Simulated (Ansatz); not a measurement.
# C2H5BO: the cost of one run

Method: RKS PBE0/def2-SVP, in Ansatz 0.2.0.

### Step 1. The system as given

Bond lengths: B1–C2 1.384 Å, C2–C3 1.510 Å, C3–O4 1.409 Å, B1–H5 1.146 Å, C2–H6 1.086 Å, C3–H7 1.096 Å, C3–H8 1.104 Å, O4–H9 0.963 Å. Angles: B1–C2–C3 130.4°, B1–C2–H6 118.7°, C3–C2–H6 110.8°, C2–B1–H5 179.2°, C2–C3–O4 114.2°, C2–C3–H7 110.3°, C2–C3–H8 109.2°, O4–C3–H7 105.2°, O4–C3–H8 109.9°, H7–C3–H8 107.8°, C3–O4–H9 108.3°.

Structure file:

```xyz
9

B    -1.0096    1.2652   -0.5135
C    -0.2772    0.6120    0.4626
C     0.6480   -0.5766    0.3611
O     0.7526   -1.1172   -0.9364
H    -1.6262    1.8110   -1.3112
H    -0.3384    0.9674    1.4874
H     1.6688   -0.2875    0.6352
H     0.3169   -1.3568    1.0685
H    -0.1348   -1.3174   -1.2537
```

### Step 2. Relaxing end A

Input file input.yaml:

```yaml
crystal:
  periodic: [false, false, false]
  atoms:
    - { symbol: B, position_ang: [-1.00964, 1.26524, -0.51349] }
    - { symbol: C, position_ang: [-0.27718, 0.61199, 0.46257] }
    - { symbol: C, position_ang: [0.64804, -0.57663, 0.36109] }
    - { symbol: O, position_ang: [0.75259, -1.11721, -0.9364] }
    - { symbol: H, position_ang: [-1.62621, 1.81095, -1.31122] }
    - { symbol: H, position_ang: [-0.33844, 0.96739, 1.48739] }
    - { symbol: H, position_ang: [1.66876, -0.28754, 0.63522] }
    - { symbol: H, position_ang: [0.31685, -1.35682, 1.06851] }
    - { symbol: H, position_ang: [-0.13478, -1.31737, -1.25367] }
basis:
  gaussian: { orbitals: def2-SVP }
hamiltonian:
  xc: pbe0
relax:
  f_tol: 0.02
  max_steps: 50
output:
  orbitals: {}
```

Launch:

```
ansatz run input.yaml --threads 1 --pin off --max-ram 2048MiB --backend cpu --events-out ev --progress --plain --runs-dir out
```

What time and memory should one allow on 1 thread of AMD EPYC 7R43 (Zen 3), shared host?

About 21 s, with a peak of 0.17 GiB.
